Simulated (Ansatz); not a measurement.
# C4H10Si: a spread of methods and bases

Aim: run C4H10Si under a spread of inputs, and see what each costs and gives.

The runs use Ansatz 0.2.0, Gaussian basis; the settings change from run to run.

### Step 1. The geometry

An earlier PBE0-D4 in a triple-zeta def2 set relaxation fixed the geometry.

SMILES `CC(C)=C[SiH3]`, 15 atoms, charge 0, spin multiplicity 1.

Atoms are counted from 1 here; the program's logs count them from 0.

Bond lengths: C1–C2 1.496 Å, C1–H6 1.095 Å, C1–H7 1.091 Å, C1–H8 1.095 Å, C2–C3 1.496 Å, C2–C4 1.338 Å, C3–H9 1.095 Å, C3–H10 1.090 Å, C3–H11 1.095 Å, C4–Si5 1.858 Å, C4–H12 1.089 Å, Si5–H13 1.487 Å, Si5–H14 1.490 Å, Si5–H15 1.490 Å. Angles: C2–C1–H6 110.5°, C2–C1–H7 112.9°, C2–C1–H8 110.5°, H6–C1–H7 108.1°, H6–C1–H8 106.6°, H7–C1–H8 108.1°, C1–C2–C3 114.8°, C1–C2–C4 123.0°, C3–C2–C4 122.2°, C2–C3–H9 110.6°, C2–C3–H10 111.8°, C2–C3–H11 110.7°, H9–C3–H10 108.5°, H9–C3–H11 106.4°, H10–C3–H11 108.5°, C2–C4–Si5 125.9°, C2–C4–H12 117.1°, Si5–C4–H12 117.1° and more.

As a file:

```mol
C4H10Si
  3D, bonds by distance, orders not assigned

 15 14  0  0  0  0  0  0  0  0999 V2000
   -1.3151   -0.5073    0.4510 C   0  0
    0.1729   -0.3593    0.4265 C   0  0
    0.9020   -1.1809    1.4425 C   0  0
    0.8121    0.4430   -0.4322 C   0  0
    0.0130    1.5061   -1.7298 Si  0  0
   -1.7126   -0.2279    1.4324 H   0  0
   -1.8148    0.1035   -0.3025 H   0  0
   -1.5999   -1.5515    0.2848 H   0  0
    0.5753   -0.9212    2.4553 H   0  0
    1.9811   -1.0397    1.3798 H   0  0
    0.6815   -2.2455    1.3093 H   0  0
    1.8984    0.4774   -0.3636 H   0  0
    1.0732    2.2388   -2.4720 H   0  0
   -0.7708    0.7044   -2.7114 H   0  0
   -0.9183    2.5093   -1.1406 H   0  0
  1  2  8  0
  2  3  8  0
  2  4  8  0
  4  5  8  0
  1  6  8  0
  1  7  8  0
  1  8  8  0
  3  9  8  0
  3 10  8  0
  3 11  8  0
  4 12  8  0
  5 13  8  0
  5 14  8  0
  5 15  8  0
M  END
```

### Step 2. B2PLYP/def2-TZVPP

Options: charge +1, multiplicity 2, a grid of angular degree 11, the search for lower states set to off.

The input, in.yaml:

```yaml
crystal:
  periodic: [false, false, false]
  atoms:
    - {symbol: C, position_ang: [-1.315128, -0.507281, 0.451011]}
    - {symbol: C, position_ang: [0.172894, -0.359327, 0.426477]}
    - {symbol: C, position_ang: [0.901980, -1.180892, 1.442528]}
    - {symbol: C, position_ang: [0.812054, 0.442969, -0.432185]}
    - {symbol: Si, position_ang: [0.013046, 1.506112, -1.729774]}
    - {symbol: H, position_ang: [-1.712609, -0.227854, 1.432420]}
    - {symbol: H, position_ang: [-1.814750, 0.103450, -0.302523]}
    - {symbol: H, position_ang: [-1.599856, -1.551539, 0.284790]}
    - {symbol: H, position_ang: [0.575266, -0.921220, 2.455265]}
    - {symbol: H, position_ang: [1.981146, -1.039695, 1.379786]}
    - {symbol: H, position_ang: [0.681524, -2.245477, 1.309312]}
    - {symbol: H, position_ang: [1.898424, 0.477441, -0.363647]}
    - {symbol: H, position_ang: [1.073217, 2.238785, -2.471984]}
    - {symbol: H, position_ang: [-0.770815, 0.704364, -2.711391]}
    - {symbol: H, position_ang: [-0.918290, 2.509263, -1.140587]}
basis:
  gaussian: {orbitals: def2-TZVPP, final_grid: {core_spheres: 5, valence_spheres: 4, degree: 11}}
total_charge: 1
magnetization: {spin_polarized: true, initial_magnetization: 1}
hamiltonian: {xc: {name: B2PLYP}}
scf: {lower_state_search: off}
```

Run with:

```bash
$ ansatz run in.yaml --threads 4 --pin off --events-out ev --progress --plain --max-ram 10444MiB
```

The log of the run:

```text
Functional definition: B2PLYP
  name "B2PLYP"
  cite "Grimme, J. Chem. Phys. 124, 034108 (2006) doi:10.1063/1.2148954"
  cite "Becke, Phys. Rev. A 38, 3098 (1988) doi:10.1103/PhysRevA.38.3098"
  cite "Lee, Yang & Parr, Phys. Rev. B 37, 785 (1988) doi:10.1103/PhysRevB.37.785"
  parameter a = 0.53
  parameter c = 0.27
  exchange = (1 - a)*b88_x + a*exact_x
  correlation = (1 - c)*lyp_c + c*(mp2_os + mp2_ss)
these checks for a lower state are left out or cut short: stability, starts, cluster_reference, orbital_swaps, neighbouring_geometries, increment
1759 factors; integrals over basis functions are off by at most 1.1e-3 eV
mean field evaluation 1: about -12151.6020 eV, gradient 5.1e1 eV
mean field evaluation 2: about -12151.7543 eV, gradient 5.1e1 eV
mean field evaluation 4: about -12166.3329 eV, gradient 5.5e0 eV
mean field evaluation 8: about -12166.7221 eV, gradient 1.3e0 eV
mean field evaluation 16: about -12166.7734 eV, gradient 3.6e-3 eV
mean field -12166.77343086 eV, -447.1206766490 hartree, gradient 6.3e-6 eV, S^2 0.754405; 0 other end points of the search recorded, 0 dependent functions left out
9 core orbitals not correlated: weight in the atoms' cores, before any rotation towards them, 1.000 or more for the frozen orbitals, at most 0.000 for the correlated occupied ones
reference -12166.77356059 eV, -447.1206814162 hartree; 15, 14 occupied and 282, 283 virtual orbitals, 1759 factors
second order -24.86382903 eV of doubles, -0.00000000 eV of singles
Total energy: -12173.48679442 eV, -447.3673882093 hartree
Checks for a lower state left out: stability, starts, cluster_reference, orbital_swaps, neighbouring_geometries, increment
```

Wall time 6 s (4 threads of Arm Neoverse V2, shared host); peak memory 0.98 GiB.

⟨S²⟩ 0.754.

### Step 3. r2SCANh/def2-TZVPP

This run has density fitting with def2-universal-jkfit.

Changes to in.yaml since step 2:

```diff
@@ -19,6 +19,3 @@
 basis:
-  gaussian: {orbitals: def2-TZVPP, final_grid: {core_spheres: 5, valence_spheres: 4, degree: 11}}
-total_charge: 1
-magnetization: {spin_polarized: true, initial_magnetization: 1}
-hamiltonian: {xc: {name: B2PLYP}}
-scf: {lower_state_search: off}
+  gaussian: {orbitals: def2-TZVPP, fitting: {mean_field: def2-universal-jkfit}}
+hamiltonian: {xc: {name: r2SCANh}}
```

Same command.

The log of the run, shortened:

```text
Functional definition: r2SCANh
  name "r2SCANh"
  cite "Bursch, Neugebauer, Ehlert & Grimme, J. Chem. Phys. 156, 134105 (2022) doi:10.1063/5.0086040"
  cite "Furness, Kaplan, Ning, Perdew & Sun, J. Phys. Chem. Lett. 11, 8208 (2020) doi:10.1021/acs.jpclett.0c02405"
  cite "Furness, Kaplan, Ning, Perdew & Sun, J. Phys. Chem. Lett. 11, 9248 (2020) doi:10.1021/acs.jpclett.0c03077"
  parent r2scan
[...]
608 factors; integrals over basis functions are off by at most 1.1e0 eV
[...]
mean field -12186.54846244 eV, -447.8473956553 hartree, gradient 1.2e-5 eV, S^2 0.000000; 0 other end points of the search recorded, 0 dependent functions left out
reference -12186.54847621 eV, -447.8473961613 hartree; 24, 24 occupied and 282, 282 virtual orbitals, 608 factors
Total energy: -12186.54847621 eV, -447.8473961613 hartree
```

Wall time 4 s (4 threads of Arm Neoverse V2, shared host); peak memory 0.53 GiB.

### Step 4. HF/aug-pcseg-2

Changes to in.yaml since step 3:

```diff
@@ -19,3 +19,3 @@
 basis:
-  gaussian: {orbitals: def2-TZVPP, fitting: {mean_field: def2-universal-jkfit}}
-hamiltonian: {xc: {name: r2SCANh}}
+  gaussian: {orbitals: aug-pcseg-2}
+hamiltonian: {xc: {name: HF}}
```

Same command.

The log of the run:

```text
Functional definition: HF
  name "HF"
  cite "Fock, Z. Phys. 61, 126 (1930) doi:10.1007/BF01340294"
  parent pbe
  exchange = exact_x
  correlation = 0
2107 factors; their error is unknown
mean field evaluation 1: about -12138.2169 eV, gradient 4.1e1 eV
mean field evaluation 2: about -12142.4421 eV, gradient 1.7e1 eV
mean field evaluation 4: about -12143.3471 eV, gradient 1.3e0 eV
mean field evaluation 8: about -12143.6089 eV, gradient 6.1e-1 eV
mean field -12143.60931760 eV, -446.2694111878 hartree, gradient 2.6e-5 eV, S^2 0.000000; 0 other end points of the search recorded, 0 dependent functions left out
reference -12143.60931760 eV, -446.2694111878 hartree; 24, 24 occupied and 440, 440 virtual orbitals, 2107 factors
Total energy: -12143.60931760 eV, -446.2694111878 hartree
```

Wall time 4.8 s (4 threads of Arm Neoverse V2, shared host); peak memory 1.2 GiB.

### Step 5. SPW92/ANO-RCC-VTZP

Options: charge +1, multiplicity 2, restricted open-shell orbitals.

Changes to in.yaml since step 4:

```diff
@@ -19,3 +19,5 @@
 basis:
-  gaussian: {orbitals: aug-pcseg-2}
-hamiltonian: {xc: {name: HF}}
+  gaussian: {orbitals: ANO-RCC-VTZP}
+total_charge: 1
+magnetization: {spin_polarized: false, initial_magnetization: 1}
+hamiltonian: {xc: {name: SPW92}}
```

Launched as before.

The log of the run:

```text
Functional definition: SPW92
  name "SPW92"
  cite "Dirac, Proc. Camb. Phil. Soc. 26, 376 (1930) doi:10.1017/S0305004100016108"
  cite "Slater, Phys. Rev. 81, 385 (1951) doi:10.1103/PhysRev.81.385"
  cite "Perdew & Wang, Phys. Rev. B 45, 13244 (1992) doi:10.1103/PhysRevB.45.13244"
  exchange = slater_x
  correlation = pw_c
1775 factors; their error is unknown
mean field evaluation 1: about -12093.6096 eV, gradient 1.1e2 eV
mean field evaluation 2: about -11754.5482 eV, gradient 2.8e2 eV
mean field evaluation 4: about -12121.1585 eV, gradient 4.1e1 eV
mean field evaluation 8: about -12126.2731 eV, gradient 1.5e0 eV
mean field evaluation 16: about -12126.2365 eV, gradient 1.7e-2 eV
mean field evaluation 32: about -12126.2194 eV, gradient 1.2e0 eV
mean field evaluation 64: about -12101.5011 eV, gradient 9.2e1 eV
mean field -12126.23647789 eV, -445.6309711041 hartree, gradient 5.0e-5 eV, S^2 0.750000; 7 other end points of the search recorded, 0 dependent functions left out
reference -12126.23652440 eV, -445.6309728135 hartree; 24, 23 occupied and 270, 271 virtual orbitals, 1775 factors
Total energy: -12126.23652440 eV, -445.6309728135 hartree
Relativity: scalar
```

Wall time 13 s (4 threads of Arm Neoverse V2, shared host); peak memory 1.1 GiB.

### Step 6. RPA/def2-TZVPD

This run has unrestricted orbitals.

Changes to in.yaml since step 5:

```diff
@@ -19,5 +19,5 @@
 basis:
-  gaussian: {orbitals: ANO-RCC-VTZP}
-total_charge: 1
-magnetization: {spin_polarized: false, initial_magnetization: 1}
-hamiltonian: {xc: {name: SPW92}}
+  gaussian: {orbitals: def2-TZVPD}
+magnetization: {spin_polarized: true, initial_magnetization: 0}
+hamiltonian: {xc: {name: HF}}
+correlation: {method: rpa}
```

Launched as before.

The log of the run:

```text
Functional definition: HF
  name "HF"
  cite "Fock, Z. Phys. 61, 126 (1930) doi:10.1007/BF01340294"
  parent pbe
  exchange = exact_x
  correlation = 0
1955 factors; integrals over basis functions are off by at most 1.0e-3 eV
mean field evaluation 1: about -12139.4761 eV, gradient 2.6e1 eV
mean field evaluation 2: about -12139.5214 eV, gradient 2.6e1 eV
mean field evaluation 4: about -12143.7223 eV, gradient 3.0e0 eV
mean field evaluation 8: about -12143.7957 eV, gradient 3.1e-4 eV
mean field evaluation 16: about -12143.7836 eV, gradient 2.1e-1 eV
mean field -12143.79567472 eV, -446.2762596857 hartree, gradient 3.2e-6 eV, S^2 0.000000; 2 other end points of the search recorded, 0 dependent functions left out
9 core orbitals not correlated: weight in the atoms' cores, before any rotation towards them, 1.000 or more for the frozen orbitals, at most 0.000 for the correlated occupied ones
reference -12143.79567472 eV, -446.2762596857 hartree; 15, 15 occupied and 257, 257 virtual orbitals, 1955 factors
Total energy: -12170.24207524 eV, -447.2481469788 hartree
```

It took 14 s on 4 threads of Arm Neoverse V2, shared host; peak memory 1.2 GiB.

⟨S²⟩ 0.000.

### Step 7. LC-wPBE/aug-cc-pVDZ

This run has atoms shaken by 0.03 Å.

The input, in.yaml:

```yaml
crystal:
  periodic: [false, false, false]
  atoms:
    - {symbol: C, position_ang: [-1.326185, -0.485482, 0.467960]}
    - {symbol: C, position_ang: [0.194918, -0.322210, 0.418777]}
    - {symbol: C, position_ang: [0.951112, -1.185019, 1.512269]}
    - {symbol: C, position_ang: [0.802671, 0.422671, -0.376668]}
    - {symbol: Si, position_ang: [0.015928, 1.506975, -1.717236]}
    - {symbol: H, position_ang: [-1.726158, -0.258204, 1.418710]}
    - {symbol: H, position_ang: [-1.792173, 0.079739, -0.322974]}
    - {symbol: H, position_ang: [-1.569191, -1.558239, 0.307369]}
    - {symbol: H, position_ang: [0.551980, -0.958214, 2.430211]}
    - {symbol: H, position_ang: [1.974320, -1.119219, 1.414983]}
    - {symbol: H, position_ang: [0.668615, -2.215033, 1.294604]}
    - {symbol: H, position_ang: [1.890839, 0.469192, -0.404267]}
    - {symbol: H, position_ang: [1.096807, 2.254973, -2.525173]}
    - {symbol: H, position_ang: [-0.734844, 0.726721, -2.705940]}
    - {symbol: H, position_ang: [-0.933693, 2.495878, -1.131762]}
basis:
  gaussian: {orbitals: aug-cc-pVDZ}
hamiltonian: {xc: {name: LC-wPBE}}
output: {forces: true}
```

The command is unchanged.

The log of the run, shortened:

```text
Functional definition: LC-wPBE
  name "LC-wPBE"
  cite "Vydrov & Scuseria, J. Chem. Phys. 125, 234109 (2006) doi:10.1063/1.2409292"
  cite "Heyd & Scuseria, J. Chem. Phys. 120, 7274 (2004) doi:10.1063/1.1668634"
  cite "Ernzerhof & Perdew, J. Chem. Phys. 109, 3313 (1998) doi:10.1063/1.476928"
  cite "Perdew, Burke & Ernzerhof, Phys. Rev. Lett. 77, 3865 (1996) doi:10.1103/PhysRevLett.77.3865"
  parent pbe
[...]
1907 factors; their error is unknown
1118 factors; integrals over basis functions are off by at most 3.8e-6 eV
[...]
mean field -12182.62369063 eV, -447.7031629518 hartree, gradient 1.7e-5 eV, S^2 0.000000; 0 other end points of the search recorded, 0 dependent functions left out
[...]
reference -12182.62369065 eV, -447.7031629526 hartree; 24, 24 occupied and 185, 185 virtual orbitals, 1907 factors
Total energy: -12182.62369065 eV, -447.7031629526 hartree
[...]
Atom 5 at    -1.726158    -0.258204     1.418710 Å, force    -0.545851     0.644017     1.332288 eV/Å
Atom 6 at    -1.792173     0.079739    -0.322974 Å, force    -0.456925     0.391733    -0.260279 eV/Å
Atom 7 at    -1.569191    -1.558239     0.307369 Å, force     0.092729     0.381802    -0.071327 eV/Å
Atom 8 at     0.551980    -0.958214     2.430211 Å, force    -0.687679     0.746347     2.749937 eV/Å
Atom 9 at     1.974320    -1.119219     1.414983 Å, force     2.598424     0.488402     0.048260 eV/Å
Atom 10 at     0.668615    -2.215033     1.294604 Å, force    -0.005025    -0.412575     0.081960 eV/Å
Atom 11 at     1.890839     0.469192    -0.404267 Å, force     0.199877    -0.094276     0.323470 eV/Å
Atom 12 at     1.096807     2.254973    -2.525173 Å, force    -0.480486    -0.346736     0.560375 eV/Å
Atom 13 at    -0.734844     0.726721    -2.705940 Å, force    -0.322423    -0.380228    -0.336735 eV/Å
Atom 14 at    -0.933693     2.495878    -1.131762 Å, force    -0.001656     0.116246     0.033326 eV/Å
Dipole moment:    -0.013362    -0.204749     0.221022 e Å
```

Run time: 4 s. Hardware: 4 threads of Arm Neoverse V2, shared host; peak memory 0.59 GiB.

Largest force 8.120 eV/Å, dipole 1.45 D.

### Step 8. RPA/def2-SVPD

Set apart from the defaults: correlated electrons set to all.

The input, in.yaml:

```yaml
crystal:
  periodic: [false, false, false]
  atoms:
    - {symbol: C, position_ang: [-1.315128, -0.507281, 0.451011]}
    - {symbol: C, position_ang: [0.172894, -0.359327, 0.426477]}
    - {symbol: C, position_ang: [0.901980, -1.180892, 1.442528]}
    - {symbol: C, position_ang: [0.812054, 0.442969, -0.432185]}
    - {symbol: Si, position_ang: [0.013046, 1.506112, -1.729774]}
    - {symbol: H, position_ang: [-1.712609, -0.227854, 1.432420]}
    - {symbol: H, position_ang: [-1.814750, 0.103450, -0.302523]}
    - {symbol: H, position_ang: [-1.599856, -1.551539, 0.284790]}
    - {symbol: H, position_ang: [0.575266, -0.921220, 2.455265]}
    - {symbol: H, position_ang: [1.981146, -1.039695, 1.379786]}
    - {symbol: H, position_ang: [0.681524, -2.245477, 1.309312]}
    - {symbol: H, position_ang: [1.898424, 0.477441, -0.363647]}
    - {symbol: H, position_ang: [1.073217, 2.238785, -2.471984]}
    - {symbol: H, position_ang: [-0.770815, 0.704364, -2.711391]}
    - {symbol: H, position_ang: [-0.918290, 2.509263, -1.140587]}
basis:
  gaussian: {orbitals: def2-SVPD}
hamiltonian: {xc: {name: r2SCAN}}
correlation: {method: rpa, electrons: all}
```

Launched as before.

The log of the run:

```text
Functional definition: r2SCAN
  name "r2SCAN"
  cite "Furness, Kaplan, Ning, Perdew & Sun, J. Phys. Chem. Lett. 11, 8208 (2020) doi:10.1021/acs.jpclett.0c02405"
  cite "Furness, Kaplan, Ning, Perdew & Sun, J. Phys. Chem. Lett. 11, 9248 (2020) doi:10.1021/acs.jpclett.0c03077"
  parent r2scan
  parameter k0 = 0.174
  parameter k1 = 0.065
  parameter a1 = 4.9479
  exchange = r2scan_x(k0 = k0, k1 = k1, a1 = a1)
  correlation = r2scan_c
1829 factors; integrals over basis functions are off by at most 1.1e-3 eV
mean field evaluation 1: about -12169.3888 eV, gradient 6.2e1 eV
mean field evaluation 2: about -12169.3909 eV, gradient 6.2e1 eV
mean field evaluation 4: about -12178.8776 eV, gradient 1.4e1 eV
mean field evaluation 8: about -12179.3995 eV, gradient 5.8e-1 eV
mean field evaluation 16: about -12179.4007 eV, gradient 7.4e-5 eV
mean field -12179.40068062 eV, -447.5847195186 hartree, gradient 2.4e-6 eV, S^2 0.000000; 0 other end points of the search recorded, 0 dependent functions left out
reference -12135.76102417 eV, -445.9809917238 hartree; 24, 24 occupied and 160, 160 virtual orbitals, 1829 factors
Total energy: -12167.96473894 eV, -447.1644564133 hartree
```

Wall time 7.5 s (4 threads of Arm Neoverse V2, shared host); peak memory 0.6 GiB.

### Step 9. BLYP/STO-3G

This run has D3(BJ) with three-body dispersion.

Changes to in.yaml since step 8:

```diff
@@ -19,4 +19,3 @@
 basis:
-  gaussian: {orbitals: def2-SVPD}
-hamiltonian: {xc: {name: r2SCAN}}
-correlation: {method: rpa, electrons: all}
+  gaussian: {orbitals: STO-3G}
+hamiltonian: {xc: {name: BLYP}, dispersion: d3bjatm}
```

Launched as before.

The log of the run:

```text
Functional definition: BLYP
  name "BLYP"
  cite "Becke, Phys. Rev. A 38, 3098 (1988) doi:10.1103/PhysRevA.38.3098"
  cite "Lee, Yang & Parr, Phys. Rev. B 37, 785 (1988) doi:10.1103/PhysRevB.37.785"
  parameter beta = 0.0042
  parameter a = 0.04918
  parameter b = 0.132
  parameter c = 0.2533
  parameter d = 0.349
  exchange = b88_x(beta = beta)
  correlation = lyp_c(a = a, b = b, c = c, d = d)
512 factors; integrals over basis functions are off by at most 4.5e-5 eV
mean field evaluation 1: about -12040.4223 eV, gradient 1.9e1 eV
mean field evaluation 2: about -12039.7264 eV, gradient 2.4e1 eV
mean field evaluation 4: about -12041.5896 eV, gradient 5.7e-1 eV
mean field evaluation 8: about -12041.4414 eV, gradient 1.5e-2 eV
mean field -12041.44140485 eV, -442.5148096461 hartree, gradient 6.5e-5 eV, S^2 0.000000; 0 other end points of the search recorded, 0 dependent functions left out
reference -12041.44169861 eV, -442.5148204417 hartree; 24, 24 occupied and 15, 15 virtual orbitals, 512 factors
Total energy: -12042.14541341 eV, -442.5406814833 hartree
```

Wall time 0.45 s (4 threads of Arm Neoverse V2, shared host).

### Step 10. The runs in one table

| level | charge | multiplicity | geometry | functions | energy (eV) | time |
| --- | --- | --- | --- | --- | --- | --- |
| B2PLYP/def2-TZVPP | 1 | 2 | relaxed | 306 | -12173.487 | 6 s |
| r2SCANh/def2-TZVPP | 0 | 1 | relaxed | 306 | -12186.548 | 4 s |
| HF/aug-pcseg-2 | 0 | 1 | relaxed | 464 | -12143.609 | 4.8 s |
| SPW92/ANO-RCC-VTZP | 1 | 2 | relaxed | 294 | -12126.237 | 13 s |
| RPA/def2-TZVPD | 0 | 1 | relaxed | 281 | -12170.242 | 14 s |
| LC-wPBE/aug-cc-pVDZ | 0 | 1 | shaken | 209 | -12182.624 | 4 s |
| RPA/def2-SVPD | 0 | 1 | relaxed | 184 | -12167.965 | 7.5 s |
| BLYP/STO-3G | 0 | 1 | relaxed | 39 | -12042.145 | 0.45 s |

### Step 11. What came out

```
                                         quantity                 value
                                             runs                     8
                                         quickest   BLYP/STO-3G, 0.45 s
                                          slowest  RPA/def2-TZVPD, 14 s
spread of total energies, same state and geometry              144.4 eV
```

What this shows: Run time spans a factor of 31, from BLYP/STO-3G to RPA/def2-TZVPD. The jobs differ in tasks and options as well as level. The totals spread over 144 eV; they can't be compared across methods or bases.
